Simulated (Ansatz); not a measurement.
# Cl2H2NSi (SMILES N[Si](Cl)Cl), run twice

Aim: a single-point energy of Cl2H2NSi at RPA@revPBE/cc-pV(D+d)Z (density fitting with def2-universal-jkfit, accuracy low, nuclear model gaussian, 1 point charge).

The results are computed with Ansatz 0.2.0.

## 1. The molecule

The species is Cl2H2NSi (6 atoms), typed as a doublet with charge 0. As SMILES, `N[Si](Cl)Cl`. The coordinates come from a PBE0-D4/def2-TZVP relaxation.

Bond lengths: N1–Si2 1.704 Å, Si2–Cl3 2.059 Å, Si2–Cl4 2.060 Å, N1–H5 1.008 Å, N1–H6 1.008 Å. Angles: N1–Si2–Cl3 107.0°, N1–Si2–Cl4 107.0°, Cl3–Si2–Cl4 111.6°, Si2–N1–H5 120.2°, Si2–N1–H6 120.2°, H5–N1–H6 112.6°.

## 2. The input as first written

Input file molecule.yaml:

```yaml
crystal:
  periodic: [false, false, false]
  atoms:
    - symbol: N
      position_ang: [-0.044400, 0.895300, -0.153600]
    - symbol: Si
      position_ang: [-0.339600, -0.701400, 0.363200]
    - symbol: Cl
      position_ang: [1.300200, -1.294100, 1.459200]
    - symbol: Cl
      position_ang: [-0.574100, -1.849600, -1.330500]
    - symbol: H
      position_ang: [0.310900, 1.580200, 0.495200]
    - symbol: H
      position_ang: [-0.610900, 1.305500, -0.879600]
basis:
  gaussian:
    orbitals: cc-pV_D+d_Z.json
    fitting: {mean_field: def2-universal-jkfit}
    nuclear_model: gaussian
    symmetry_tolerance_ang: 0.001
    point_charges: [{charge: -1, position_ang: [-1.6461, 4.6872, -3.2600]}]
total_charge: 0
magnetization:
  spin_polarized: false
  initial_magnetization: 1
hamiltonian:
  xc: {name: revPBE}
correlation:
  method: rpa
  frozen_orbitals: {Cl: 5, H: 0, "N": 1, Si: 5}
accuracy: low
scf:
  omitted_lower_state_checks: [increment]
kpoints: {mp_grid: {grid: [2, 2, 2]}}
```

Started as:

```
$ ansatz run molecule.yaml --threads 1 --pin off --max-ram 2610MiB --events-out events.jsonl --progress --plain --runs-dir runs
```

Log:

```text
Error: invalid value for `basis.gaussian`: such a run doesn't read kpoints; remove what it names
```

Wall time 0.02 s (1 thread of Arm Neoverse V1, shared host).

## 3. What went wrong

The program refused the input.

The log says `Error: invalid value for 'basis.gaussian': such a run doesn't read kpoints; remove what it names`. What is wrong: k-points are typed for a molecule that has no cell (`kpoints`). The culprit stands in `kpoints: {mp_grid: {grid: [2, 2, 2]}}`.

## 4. The mended input

molecule.yaml: that of step 2 with these lines changed.

```diff
@@ -34,2 +34,2 @@
   omitted_lower_state_checks: [increment]
-kpoints: {mp_grid: {grid: [2, 2, 2]}}
+output: {orbitals: {seedname: orbitals}}
```

The basis set cc-pV(D+d)Z is read from a file made from the Basis Set Exchange's data (not shown).

Started as:

```
$ ansatz run molecule.yaml --threads 1 --pin off --max-ram 2610MiB --events-out events.jsonl --progress --plain --runs-dir runs
```

Log (excerpt; [...] marks lines left out):

```text
Warning: RAYON_NUM_THREADS=1 ignored (pool sized by the plan → 1); use --threads N
Functional definition: revPBE
  name "revPBE"
[...]
497 factors; integrals over basis functions are off by at most 1.2e0 eV
[...]
mean field -34441.71623989 eV, -1265.7097263822 hartree, gradient 1.0e-6 eV, S^2 0.750000; 1 other end points of the search recorded, 0 dependent functions left out
16 core orbitals not correlated: weight in the atoms' cores, before any rotation towards them, 1.000 or more for the frozen orbitals, at most 0.000 for the correlated occupied ones
reference -34385.34019079 eV, -1263.6379447907 hartree; 13, 12 occupied and 64, 65 virtual orbitals, 497 factors
Total energy: -34408.16490742 eV, -1264.4767376559 hartree
Checks for a lower state left out: increment
```

It took 6.3 s on 1 thread of Arm Neoverse V1, shared host.

## 5. Summary of results

At RPA@revPBE/cc-pV(D+d)Z (density fitting with def2-universal-jkfit, accuracy low, nuclear model gaussian, 1 point charge):

| quantity | value |
| --- | --- |
| total energy | -1264.47674 Eh |
| RPA correlation energy (valence) | -838.8 mEh |
| ⟨S²⟩ | 0.750 |

The accuracy setting is loose, so the last digits carry no meaning.
